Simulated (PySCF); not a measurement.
**C4H8N2Si2: electronic excitations**

What electronic excitations should C4H8N2Si2 (`C=C[C@@H]1[SiH2]N[Si@H]1C#N`) show?

Programs: PySCF 2.14.0, with density-fitted response routines of our own. Each step states its level of theory. These are calculated values for one molecule in the gas phase, unless marked as measured. Atoms are numbered from 0 throughout.

## Step 1: The starting structure

16 atoms, charge 0, multiplicity 1; geometry from: GFN2-xTB.

Bonds of the start (Å): C0–C1 1.32, C1–C2 1.47, C2–Si3 1.93, Si3–N4 1.75, N4–Si5 1.74, Si5–C6 1.87, C6–N7 1.15, Si5–C2 1.93, C0–H8 1.08, C0–H9 1.08, C1–H10 1.08, C2–H11 1.09, Si3–H12 1.46, Si3–H13 1.46, N4–H14 1.01, Si5–H15 1.46.

## Step 2: Ultraviolet spectrum: CAM-B3LYP/def2-SVPD

The job: settings as JSON, then the geometry in Å.

```
{"job": {"kind": "uv", "xc": "CAM-B3LYP", "basis": "def2-SVPD", "nstates": 8, "ntriplets": 3}, "charge": 0, "multiplicity": 1}
C      2.736967     0.545534     0.126260
C      1.608627     0.052539    -0.359309
C      0.334251    -0.028990     0.378666
Si    -0.565120    -1.739547     0.363624
N     -1.878023    -0.861296    -0.387258
Si    -1.199897     0.733786    -0.500959
C     -2.114623     1.968036     0.562543
N     -2.668733     2.723665     1.221483
H      2.795433     0.937961     1.128840
H      3.644296     0.581299    -0.452439
H      1.586492    -0.332586    -1.371772
H      0.481006     0.364001     1.386377
H      0.011122    -2.741109    -0.531130
H     -0.906980    -2.293546     1.670841
H     -2.779140    -1.196303    -0.683808
H     -1.093276     1.295500    -1.845272
```

Method: TDDFT CAM-B3LYP/def2-SVPD, vertical, gas phase, core orbitals frozen in the response.

Command:

```bash
OMP_NUM_THREADS=1 python probes_run.py task.json out
```

The driver reads the jobs from task.json and runs them one after another.

Predict these results of the whole session: lowest singlet (CAM-B3LYP/def2-SVPD); brightest single state of those computed; lowest triplet.

As calculated:

| quantity | value |
| --- | --- |
| lowest singlet (CAM-B3LYP/def2-SVPD) | 5.39 eV (230 nm), f = 0.037 |
| brightest single state of those computed | state 4, 6.59 eV, f = 0.463 |
| lowest triplet | 4.22 eV |

In words: The first singlet state (HOMO→LUMO 0.94) lies at 5.39 eV and is weak; of the 8 states computed, the strongest absorption comes from state 4 at 6.59 eV. The lowest triplet lies 1.17 eV below the lowest singlet (triplets in Tamm-Dancoff, singlets in full TDDFT).
